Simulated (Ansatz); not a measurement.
# SiH2O (oxosilane) at revPBE/STO-3G

Aim: the electronic atomisation energy of SiH2O (oxosilane) at revPBE/STO-3G, from 4 runs. 

The calculation is run with Ansatz 0.2.0.

61 further runs of the same task are left out: 9 that didn't finish, 52 set aside as unsound or not needed.

### Step 1. The system as given

The species is SiH2O (4 atoms), meant as a singlet with charge 0. As SMILES, `O=[SiH2]`. The coordinates come from a PBE0-D4/def2-TZVP relaxation.

Bond lengths: O1–Si2 1.516 Å, Si2–H3 1.485 Å, Si2–H4 1.486 Å. Angles: O1–Si2–H3 124.0°, O1–Si2–H4 124.0°, H3–Si2–H4 111.9°.

### Step 2. The energy at revPBE/STO-3G

run.yaml

```yaml
crystal:
  periodic: [false, false, false]
  atoms:
    - {symbol: O, position_ang: [-0.283200, 0.413500, 1.469500]}
    - {symbol: Si, position_ang: [-0.006700, 0.009800, 0.034900]}
    - {symbol: H, position_ang: [0.439900, -1.346000, -0.376200]}
    - {symbol: H, position_ang: [-0.150000, 0.922700, -1.128300]}
basis:
  gaussian:
    orbitals: STO-3G
magnetization:
  spin_polarized: false
  initial_magnetization: 0
hamiltonian:
  xc: {name: revPBE}
accuracy: high
```

Launch:

```
$ ansatz run run.yaml --threads 1 --pin off --max-ram 2610MiB --events-out events.jsonl --progress --plain --runs-dir runs
```

What it wrote:

```text
Warning: RAYON_NUM_THREADS=1 ignored (pool sized by the plan → 1); use --threads N
Functional definition: revPBE
  name "revPBE"
  parameter kappa = 1.245
  parameter beta = 0.06672455060314922
  exchange = pbe_x(kappa = kappa, mu = beta*pi^2/3)
  correlation = pbe_c(beta = beta)
267 factors; integrals over basis functions are off by at most 2.6e-8 eV
mean field evaluation 1: about -9827.3015 eV, gradient 3.9e1 eV
mean field evaluation 2: about -9742.4772 eV, gradient 1.8e2 eV
mean field evaluation 4: about -9832.9750 eV, gradient 9.3e0 eV
mean field evaluation 8: about -9833.1942 eV, gradient 8.6e-2 eV
mean field evaluation 16: about -9833.1943 eV, gradient 5.8e-7 eV
mean field -9833.19427113 eV, -361.3632242856 hartree, gradient 4.1e-9 eV, S^2 0.000000; 0 other end points of the search recorded, 0 dependent functions left out
reference -9833.19427291 eV, -361.3632243509 hartree; 12, 12 occupied and 4, 4 virtual orbitals, 267 factors
Total energy: -9833.19427291 eV, -361.3632243509 hartree
```

Wall time 0.85 s (1 thread of Arm Neoverse V1, shared host).

### Step 3. The H atom

job.yaml

```yaml
crystal:
  periodic: [false, false, false]
  atoms:
    - {symbol: H, position_ang: [0.000000, 0.000000, 0.000000]}
basis:
  gaussian:
    orbitals: STO-3G
magnetization:
  spin_polarized: true
  initial_magnetization: 1
hamiltonian:
  xc: {name: revPBE}
accuracy: high
```

Run the same way, it converges to -0.47010 Eh (log not shown).

### Step 4. The O atom, same level

run.yaml

```yaml
crystal:
  periodic: [false, false, false]
  atoms:
    - {symbol: O, position_ang: [0.000000, 0.000000, 0.000000]}
basis:
  gaussian: {orbitals: STO-3G}
magnetization: {spin_polarized: true, initial_magnetization: 2}
hamiltonian: {xc: {name: revPBE}}
accuracy: high
```

Run the same way, it converges to -74.01699 Eh (log not shown).

### Step 5. The Si atom

input.yaml

```yaml
crystal:
  periodic: [false, false, false]
  atoms:
    - {symbol: Si, position_ang: [0.000000, 0.000000, 0.000000]}
basis:
  gaussian: {orbitals: STO-3G}
accuracy: high
magnetization: {spin_polarized: true, initial_magnetization: 2}
hamiltonian: {xc: {name: revPBE}}
```

Run the same way, it converges to -285.87250 Eh (log not shown).

### Step 6. What came out

Level: revPBE/STO-3G.

| quantity | value |
| --- | --- |
| molecule: total energy | -361.36322 Eh |
| H atom: total energy | -0.47010 Eh |
| H atom: ⟨S²⟩ | 0.750 |
| O atom: total energy | -74.01699 Eh |
| O atom: ⟨S²⟩ | 2.000 |
| Si atom: total energy | -285.87250 Eh |
| Si atom: ⟨S²⟩ | 2.000 |
| electronic atomisation energy | 14.518 eV |

What this shows: Taking the molecule apart into free atoms costs 14.52 eV (1401 kJ/mol), before zero-point energy and without spin-orbit coupling. In a minimal basis such a difference can be off by several eV, whatever the method.
